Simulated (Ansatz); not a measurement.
# FH₃NOSi radical: up Jacob's ladder to CCSD(T)

One table from this session's results is given with a row withheld; the runs are named, their logs left out.

Method: functionals in def2-TZVPP, the program's frozen cores in correlated methods; program: Ansatz 0.2.0, Gaussian basis.

Plan: LDA (SPW92), PBE-D4, revPBE-D4, BLYP-D4, r2SCAN-D4, B97M-V, PBE0-D4, B3LYP-D4, r2SCANh-D4, r2SCAN0-D4, HSE06-D4, BHLYP-D4, CAM-B3LYP-D4, LC-ωPBE, ωB97X-V, ωB97M-V, B2PLYP, PBE-QIDH; CCSD(T)/def2-SVP; CCSD(T)/def2-TZVPP; CCSD(T)/def2-QZVPP; extrapolation to the limit; RPA on PBE.

## The geometry

The geometry comes from an earlier relaxation with PBE0-D4 in a triple-zeta def2 set; it is a stationary point, not always the lowest conformer.

SMILES `N[Si](O)F`, 7 atoms, charge 0, spin multiplicity 2.

Atoms are counted from 1 here; the program's logs count them from 0.

Bond lengths: N1–Si2 1.703 Å, N1–H5 1.007 Å, N1–H6 1.007 Å, Si2–O3 1.641 Å, Si2–F4 1.603 Å, O3–H7 0.959 Å. Angles: Si2–N1–H5 119.8°, Si2–N1–H6 120.1°, H5–N1–H6 112.0°, N1–Si2–O3 105.6°, N1–Si2–F4 105.9°, O3–Si2–F4 112.4°, Si2–O3–H7 116.5°.

Set-up of the first run:

The input, in.yaml:

```yaml
crystal:
  periodic: [false, false, false]
  atoms:
    - {symbol: N, position_ang: [-0.466119, 1.085283, -0.071794]}
    - {symbol: Si, position_ang: [0.029972, -0.446939, 0.480385]}
    - {symbol: O, position_ang: [1.137423, -0.972607, -0.610501]}
    - {symbol: F, position_ang: [-1.291315, -1.355129, 0.497636]}
    - {symbol: H, position_ang: [0.223961, 1.777907, -0.314605]}
    - {symbol: H, position_ang: [-1.310158, 1.502181, 0.286425]}
    - {symbol: H, position_ang: [1.737437, -1.658794, -0.313246]}
basis:
  gaussian: {orbitals: def2-TZVPP}
magnetization: {spin_polarized: true, initial_magnetization: 1}
hamiltonian: {xc: lda}
output: {orbitals: {seedname: orbitals}}
```

Started as:

```console
$ ansatz run in.yaml --threads 2 --pin off --events-out ev --progress --plain --max-ram 32768MiB --backend cpu
```

Steps of the session up to this table: LDA; PBE-D4 (GGA); revPBE-D4 (GGA); BLYP-D4 (GGA); r2SCAN-D4 (meta-GGA); B97M-V (meta-GGA); PBE0-D4 (hybrid); B3LYP-D4 (hybrid); r2SCANh-D4 (hybrid); r2SCAN0-D4 (hybrid); HSE06-D4 (hybrid); BHLYP-D4 (hybrid); CAM-B3LYP-D4 (range-separated); LC-ωPBE (range-separated); ωB97X-V (range-separated); ωB97M-V (range-separated); B2PLYP (double hybrid); PBE-QIDH (double hybrid).

One table of the session follows, with a row left open; its other results are not shown here.

It belongs to the step «Orbital energies across the functionals». 

| functional | HOMO (eV) | LUMO (eV) | gap (eV) |
| --- | --- | --- | --- |
| LDA (SPW92) | -4.55 | -3.27 | 1.28 |
| PBE-D4 | -4.54 | -2.79 | 1.75 |
| revPBE-D4 | -4.50 | -2.62 | 1.88 |
| BLYP-D4 | -4.37 | -2.89 | 1.48 |
| r2SCAN-D4 | -4.91 | -2.25 | 2.66 |
| B97M-V | -4.57 | -2.93 | 1.64 |
| PBE0-D4 | -5.83 | -1.85 | 3.97 |
| B3LYP-D4 | -5.56 | -2.33 | 3.23 |
| r2SCANh-D4 | -5.38 | -1.96 | 3.43 |
| r2SCAN0-D4 | -6.10 | -1.53 | 4.57 |
| HSE06-D4 | -5.42 | -2.23 | 3.19 |
| BHLYP-D4 | ? | ? | ? |
| CAM-B3LYP-D4 | -7.14 | -1.06 | 6.08 |
| LC-ωPBE | -8.57 | 0.48 | 9.04 |
| ωB97X-V | -8.04 | -0.14 | 7.90 |
| ωB97M-V | -7.65 | -0.32 | 7.32 |

Estimate the missing values for BHLYP-D4.

Worked estimate for «HOMO (eV)». Against the share of exact exchange, BLYP-D4 (0, -4.37), B3LYP-D4 (0.2, -5.56) give a slope of -5.95 per unit share; at 0.5 the line stands at -7.34.

The run gave: HOMO (eV): -6.98; LUMO (eV): -1.14; gap (eV): 5.84. In «HOMO (eV)» the line misses by -0.36.
